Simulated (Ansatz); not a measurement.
**F₃GeH₃Sn: small, medium and large basis sets**

How large a basis does F₃GeH₃Sn need? Two functionals are run in growing sets.

Method: one geometry, several basis sets; program: Ansatz 0.2.0, Gaussian basis.

Levels to be run: PBE0-D4/def2-SVP; ωB97M-V/def2-SVP; PBE0-D4/def2-QZVPP; ωB97M-V/def2-QZVPP; the functionals' def2-TZVPP values are taken from earlier runs.

## Step 1: Structure used throughout

All runs share one geometry, relaxed beforehand with PBE0-D4 in a triple-zeta def2 set. Sn takes the def2 core potential; no spin-orbit term is included.

SMILES `[F][Sn]([F])([F])[GeH3]`, 8 atoms, charge 0, spin multiplicity 1.

Atoms are counted from 1 here; the program's logs count them from 0.

Bond lengths: F1–Sn2 1.903 Å, Sn2–F3 1.903 Å, Sn2–F4 1.903 Å, Sn2–Ge5 2.595 Å, Ge5–H6 1.528 Å, Ge5–H7 1.528 Å, Ge5–H8 1.528 Å. Angles: F1–Sn2–F3 103.4°, F1–Sn2–F4 103.4°, F1–Sn2–Ge5 115.1°, F3–Sn2–F4 103.4°, F3–Sn2–Ge5 115.0°, F4–Sn2–Ge5 115.0°, Sn2–Ge5–H6 106.4°, Sn2–Ge5–H7 106.4°, Sn2–Ge5–H8 106.4°, H6–Ge5–H7 112.4°, H6–Ge5–H8 112.3°, H7–Ge5–H8 112.3°.

## Step 2: PBE0-D4 in def2-SVP

File in.yaml:

```yaml
crystal:
  periodic: [false, false, false]
  atoms:
    - {symbol: F, position_ang: [0.017873, -2.258816, 1.319342]}
    - {symbol: Sn, position_ang: [0.728000, -0.891993, 0.201620]}
    - {symbol: F, position_ang: [2.358253, -0.421441, 1.063512]}
    - {symbol: F, position_ang: [1.305046, -1.842260, -1.343043]}
    - {symbol: Ge, position_ang: [-0.878880, 1.091687, -0.265844]}
    - {symbol: H, position_ang: [-1.204435, 1.713280, 1.091649]}
    - {symbol: H, position_ang: [-2.112857, 0.498007, -0.944068]}
    - {symbol: H, position_ang: [-0.120900, 2.054536, -1.178869]}
basis:
  gaussian: {orbitals: def2-SVP}
hamiltonian: {xc: pbe0, dispersion: d4}
output: {orbitals: {seedname: orbitals}}
```

The runs that follow: ωB97M-V in def2-SVP; PBE0-D4 in def2-QZVPP; ωB97M-V in def2-QZVPP.

Q: Predict the results of all the runs planned. Wanted: PBE0-D4: double and triple zeta above quadruple; ωB97M-V: double and triple zeta above quadruple.

**Answer**, as computed:

| quantity | value |
| --- | --- |
| PBE0-D4: double and triple zeta above quadruple | 19.92, 1.81 eV |
| ωB97M-V: double and triple zeta above quadruple | 20.09, 1.75 eV |

For PBE0-D4 the step from double to triple zeta gains 18.12 eV and the next only 1.81 eV. These are total energies; as a rule much of such shifts cancels in differences, which this series doesn't test.
